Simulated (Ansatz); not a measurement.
# In3Se: the cost of one run

Method: DFT PBEsol+D3(BJ), scalar-relativistic, plane waves, PAW, in Ansatz 0.2.0.

39 further runs of the same task are left out: 39 set aside as unsound or not needed. Runs told in other sessions of the task aren't counted.

**1. Starting point**

It takes space group Pm-3m (No. 221, cubic). The conventional cell has a = 4.588 Å, b = 4.588 Å, c = 4.588 Å, α = 90.00°, β = 90.00°, γ = 90.00°. In (site symmetry 4/mmm) has 8 In at 3.24 Å and 4 Se at 3.24 Å in its first shell of neighbours. Se (site symmetry m-3m) is surrounded by 12 In at 3.24 Å.

Structure file:

```
CELL_PARAMETERS angstrom
4.58765 0.00000 0.00000
0.00000 4.58765 0.00000
0.00000 0.00000 4.58765
ATOMIC_POSITIONS crystal
In 0.00000 0.50000 0.50000
In 0.50000 0.00000 0.50000
In 0.50000 0.50000 0.00000
Se 0.00000 0.00000 0.00000
```

It goes back to an entry of the Materials Project, which need not be the stable form.

This cell was relaxed beforehand with the same method: volume 24.14 Å³/atom, gap on the mesh none (metal).

**2. What is varied**

The energy is mapped over volume and the cell's shape.

First coordinate, volume per atom: 9 values from 22.21 to 26.07 Å³. Second coordinate, c/a of the conventional cell: 9 values from 0.923 to 1.083.

Nothing else is relaxed (symmetry fixes all fractional coordinates). Energies count from the relaxed crystal. Points are written as (first, second).

**3. Point (22.21 Å³, 0.923)**

input.yaml

```yaml
crystal:
  lattice:
    - [4.5826433702, 0.0, 0.0]
    - [0.0, 4.5826433702, 0.0]
    - [0.0, 0.0, 4.2297798307]
  atoms:
    - { symbol: In, position: [0.0, 0.5, 0.5] }
    - { symbol: In, position: [0.5, 0.0, 0.5] }
    - { symbol: In, position: [0.5, 0.5, 0.0] }
    - { symbol: Se, position: [0.0, 0.0, 0.0] }
basis:
  ecutwfc: 420
kpoints:
  mp_grid: { grid: [10, 10, 10] }
hamiltonian:
  xc: pbesol
  pseudopotentials: { kind: paw, azcp: { folder: soft_1 } }
  dispersion: d3bj
scf:
  occupations: { method: gaussian, width: 0.15 }
output:
  forces: true
  stress: true
  eigenvalues: true
```

On the command line:

```console
$ ansatz run input.yaml --threads 2 --pin off --max-ram 4096MiB --backend cpu --events-out ev --progress --plain --runs-dir out
```

What time and memory should one allow on 2 threads of Intel Xeon 6975P-C (Granite Rapids), shared host?

About 5.3 s, with a peak of 0.59 GiB.
